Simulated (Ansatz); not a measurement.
# C2H5IO2: the cost of one run

Method: RKS CAM-B3LYP/def2-SVP, in Ansatz 0.2.0.

## 1. The structure to begin with

Bond lengths: C1–C2 1.518 Å, C2–O3 1.387 Å, C2–O4 1.463 Å, C2–I5 2.092 Å, C1–H6 1.144 Å, C1–H7 1.096 Å, C1–H8 1.036 Å, O3–H9 0.999 Å, O4–H10 0.930 Å. Angles: C1–C2–O3 109.8°, C1–C2–O4 109.8°, C1–C2–I5 115.2°, O3–C2–O4 106.1°, O3–C2–I5 108.1°, O4–C2–I5 107.5°, C2–C1–H6 108.1°, C2–C1–H7 109.7°, C2–C1–H8 111.8°, H6–C1–H7 106.0°, H6–C1–H8 110.3°, H7–C1–H8 110.7°, C2–O3–H9 108.4°, C2–O4–H10 101.2°.

Coordinates:

```xyz
10

C    -0.7889   -0.7763    0.1865
C     0.1635    0.3652   -0.1225
O     0.7297    0.8355    1.0533
O     1.2730   -0.1241   -0.9408
I    -0.6898    1.9900   -1.1277
H    -1.6313   -0.3684    0.8439
H    -1.2663   -1.1206   -0.7377
H    -0.3073   -1.5597    0.6639
H     1.0765    0.0550    1.5706
H     1.5240    0.6522   -1.3865
```

## 2. Preparing the start

input.yaml

```yaml
crystal:
  periodic: [false, false, false]
  atoms:
    - { symbol: C, position_ang: [-0.7889, -0.7763, 0.1865] }
    - { symbol: C, position_ang: [0.1635, 0.3652, -0.1225] }
    - { symbol: O, position_ang: [0.7297, 0.8355, 1.0533] }
    - { symbol: O, position_ang: [1.273, -0.1241, -0.9408] }
    - { symbol: I, position_ang: [-0.6898, 1.99, -1.1277] }
    - { symbol: H, position_ang: [-1.6313, -0.3684, 0.8439] }
    - { symbol: H, position_ang: [-1.2663, -1.1206, -0.7377] }
    - { symbol: H, position_ang: [-0.3073, -1.5597, 0.6639] }
    - { symbol: H, position_ang: [1.0765, 0.055, 1.5706] }
    - { symbol: H, position_ang: [1.524, 0.6522, -1.3865] }
basis:
  gaussian: { orbitals: def2-SVP }
hamiltonian:
  xc: cam_b3lyp
relax:
  f_tol: 0.02
  max_steps: 40
scf:
  lower_state_search: "off"
```

Launch:

```sh
> ansatz run input.yaml --threads 2 --pin off --max-ram 3072MiB --backend cpu --events-out ev --progress --plain --runs-dir out
```

**Question.** How long does this run take on 2 threads of Arm Neoverse N1, shared host, and how much memory does it need?

About 55 s, with a peak of 0.27 GiB.
